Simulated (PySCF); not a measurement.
Runs of PySCF 2.14.0 on O2SF2. The cell holds a molecule in a box, 5 atoms: a = 12.000 Å, b = 12.000 Å, c = 12.000 Å, α = 90.00°, β = 90.00°, γ = 90.00°. 

| task | level | frozen core bands | conv_tol | exxdiv | grid for exchange and correlation | three-centre integrals | gap on the mesh (eV) |
| --- | --- | --- | --- | --- | --- | --- | --- |
| excitation energies (Tamm-Dancoff) | PBE0 | 9 | 1e-08 Ha | ewald | Becke, atom-centred | read from an earlier run's file | (a) |
| MP2 correlation energy | HF | 9 | 1e-08 Ha | ewald | - | read from an earlier run's file | (b) |
| atomic charges | M06-2X+D3 | - | 1e-07 Ha | ewald | Becke, atom-centred | read from an earlier run's file | 14.20 |
| atomic charges | PBE | - | 1e-07 Ha | - | Becke, atom-centred | - | 7.90 |
| atomic charges | r2SCAN0 | - | 1e-07 Ha | ewald | Becke, atom-centred | read from an earlier run's file | 11.66 |
| atomic charges | rSCAN+D3(BJ) | - | 1e-07 Ha | - | Becke, atom-centred | read from an earlier run's file | 8.70 |
| atomic charges | PW91 | - | 1e-07 Ha | - | Becke, atom-centred | read from an earlier run's file | 7.87 |

Alike in all rows: potentials or basis def2-svp (all-electron); no spin polarisation; cell as given; k mesh 1 × 1 × 1; smearing fixed.

Question: Fill in the values left out.

Answer: (a) 11.11; (b) 20.90.

Caveats: this is a molecule in a periodic box at the Γ point, so its band gap is the HOMO-LUMO gap; the basis of atomic orbitals isn't converged, which shifts pressures, moduli and gaps; the basis is small and the box finite, so much correlation energy is missing and levels can be off by tenths of an eV (some runs); the iterative solver can pass over a root and still report convergence (some runs); these D3(BJ) parameters were fitted with the three-body term, which the run leaves out (some runs).

A k mesh can miss the band edges.

Not every run made on this cell is shown here.
